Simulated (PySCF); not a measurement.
# CrH6N3 (Cr(NH2)3): the cost of one run

Computed with PySCF 2.14.0 and routines of our own; the level stands in each step. Atoms count from 0.

### Step 1. The system as given

10 atoms, charge 0, states of the metal's open shell are computed; geometry from: model start, shaken.

### Step 2. Optimising the geometry at PBE0-D3(BJ)/def2-TZVP

Job settings and geometry (Å):

```
{"job": {"xc": "PBE0", "basis": "def2-TZVP", "d3": "d3bj", "grid": 1, "maxiter": 45, "kind": "geom"}, "charge": 0, "metal": "Cr", "open_shell": "d3"}
Cr     0.000020     0.004480    -0.004110
N      1.781640    -0.006820    -0.014870
H      2.395900     0.840100    -0.007380
H      2.385690    -0.812650     0.005350
N     -0.895920     1.540560    -0.000440
H     -1.897210     1.643970    -0.006860
H     -0.515880     2.464790    -0.027630
N     -0.901030    -1.573530     0.004070
H     -0.485010    -2.486930    -0.037750
H     -1.915720    -1.664860     0.001700
```

Launch:

```console
$ OMP_NUM_THREADS=1 python lf_run.py task.json out
```

One launch serves the whole session: the jobs run in the order shown.

Q: Estimate the wall time and peak memory of this first job on 1 thread of Intel Xeon Platinum 8488C, shared host.

About 6.3 min, with a peak of 0.71 GiB.
